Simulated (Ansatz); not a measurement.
I need an atomisation energy of H6OSi2, SMILES O[SiH2][SiH3]. Use Ansatz's Python interface. Use (for the species named): CCSD(T), cc-pVDZ basis, multiplicity 1.

Input file `h6osi2.xyz`:
```text
9

O    -1.63420    0.88420   -0.65830
Si   -0.05340    0.87320   -0.36360
Si    0.52800   -1.05020    0.75510
H    -1.88550    0.66560   -1.56260
H     0.63710    0.92410   -1.69610
H     0.32300    2.09930    0.41420
H     2.06100   -1.08950    0.98340
H     0.21410   -2.23640   -0.02920
H    -0.10150   -1.11670    2.14000
```

`tae_h6osi2.py`:
```python
'''Energy to split H6OSi2 into its atoms.'''

from collections import Counter

import ansatz

BASIS_SET = 'cc-pVDZ'
LEVEL = 'CCSD(T)'


def energy(molecule, charge=0, unpaired=0):
    calc = (
        molecule.calculation()
        .basis(gaussian=BASIS_SET)
        .correlation(LEVEL)
        .accuracy('medium')
    )
    if charge:
        calc = calc.charge(charge)
    if unpaired:
        calc = calc.spin('collinear', total=unpaired)
    report = calc.run().report
    if report['published_state_doubts']:
        print('  doubts:', report['published_state_doubts'])
    return report['free_energy_ev']

h6osi2 = ansatz.Crystal.molecule_from_extxyz('h6osi2.xyz')

# unpaired electrons of the ground-state atoms
unpaired = {'O': 2, 'Si': 2, 'H': 1}
counts = Counter(site.symbol for site in h6osi2.cartesian_sites)
atom_energy = {s: energy(ansatz.Crystal.molecule().atom(s, (0, 0, 0)), 0, unpaired[s]) for s in counts}
whole = energy(h6osi2, 0, 0)
for s, e in atom_energy.items():
    print(f'{s:2s} x{counts[s]}  {e:14.5f} eV')
print(f'H6OSi2: {whole:.5f} eV')
split = sum(counts[s] * e for s, e in atom_energy.items()) - whole
print(f'atomisation energy (no zero-point term): {96.485332 * split:.1f} kJ/mol, {split / sum(counts.values()):.3f} eV an atom')
```

```console
$ python tae_h6osi2.py
O  x1     -2038.40357 eV
Si x2     -7861.78005 eV
H  x6       -13.58606 eV
H6OSi2: -17869.44958 eV
atomisation energy (no zero-point term): 2505.7 kJ/mol, 2.886 eV an atom
```

2505.7 kJ/mol from the electronic energies, without the zero-point term.

The settings weren't tested for convergence. The geometry is a force-field or estimated start, not a minimum of this method, and the basis set is short of its limit. All parts are taken at fixed geometry, without zero-point energy. In double-zeta sets correlated atomisation energies come out some 10 to 15 % low. For Al to Cl the sets with a tight d function, cc-pV(X+d)Z, are usual. Processor time in the engine: 3.8 s on 1 thread of Intel(R) Xeon(R) Processor @ 2.30GHz (shared host), peak memory 0.31 GiB.
